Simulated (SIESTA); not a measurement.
The system is NaLaMnMoO6.

```xyz
20
Lattice="5.5573 0.0000 0.0005 0.0000 5.5979 0.0000 -0.0629 0.0000 8.0246" Properties=species:S:1:pos:R:3 pbc="T T T"
Na    4.1371    2.8870    4.0066
Na    1.3574    0.0880    4.0185
La    1.3662    5.3682    8.0197
La    4.1282    2.5692    0.0054
Mn    1.3603    2.7297    2.0550
Mn    4.1342    5.5286    5.9702
Mo    4.1820    5.5792    2.1743
Mo    1.3124    2.7803    5.8509
O     3.7112    5.4765    3.9373
O     0.1716    4.5353    2.2249
O     5.1703    1.6184    2.2495
O     2.6448    1.1737    1.5989
O     3.0125    4.1180    1.6116
O     4.6099    0.1018    0.0319
O     1.7833    2.6775    4.0878
O     5.3228    1.7363    5.8002
O     0.3241    4.4173    5.7757
O     2.8496    3.9726    6.4262
O     2.4819    1.3190    6.4136
O     0.8845    2.9007    7.9933
```

The cell was built by a generator and needn't be a form met in nature.

Base run:

```yaml
Program: SIESTA 5.4.2
Functional: PBE
Potentials_or_basis: PseudoDojo 0.4 standard (PBE files)
Basis: DZP (energy shift 0.003 Ry; two zetas on semicore shells)
Grid_cutoff: 800 Ry
Energy_shift: 0.003 Ry
k_mesh: 5 × 5 × 4
Occupations: fermi-dirac, width 0.05 eV
Spin: collinear spin, ferromagnetic start
Starting_moments: "[0.0, 0.0, 0.0, 0.0, 4.0, 4.0, 1.0, 1.0, 0.0, 0.0, 0.0, 0.0, 0.0, 0.0, 0.0, 0.0, 0.0, 0.0, 0.0, 0.0] μB"
```

Its results: band gap on the k mesh 0.10 eV, indirect (least direct gap 0.16 eV); pressure 5.2 GPa; net moment 9.97 μB per cell; site moments Na -0.01; La -0.02; Mn +4.46; Mo +0.37; O +0.01, +0.03, +0.02, +0.06 μB; largest force 0.746 eV/Å.

The run is repeated on the same cell with these changes: functional from PBE to BLYP. What comes out?

Band gap on the k mesh none (metal or under the smearing width); pressure 10.7 GPa; net moment 9.93 μB per cell; site moments Na -0.01; La -0.02; Mn +4.38; Mo +0.37; O +0.03, +0.04, +0.05, +0.07 μB; largest force 1.183 eV/Å.

BLYP binds less tightly than PBE, so the same cell stands under more pressure.

Caveats: short orbitals over semicore shells can move pressures by several GPa; spin-orbit coupling is left out, which moves the levels of the heavy elements; the basis of atomic orbitals isn't converged, which shifts pressures, moduli and gaps; only a ferromagnetic start was run, and an antiferromagnetic order may lie lower in energy; the potentials were made for another functional, which shifts forces and pressure (some runs); semilocal functionals often make such compounds metallic where correlation or magnetic order opens a gap, which also shifts bond lengths (some runs).
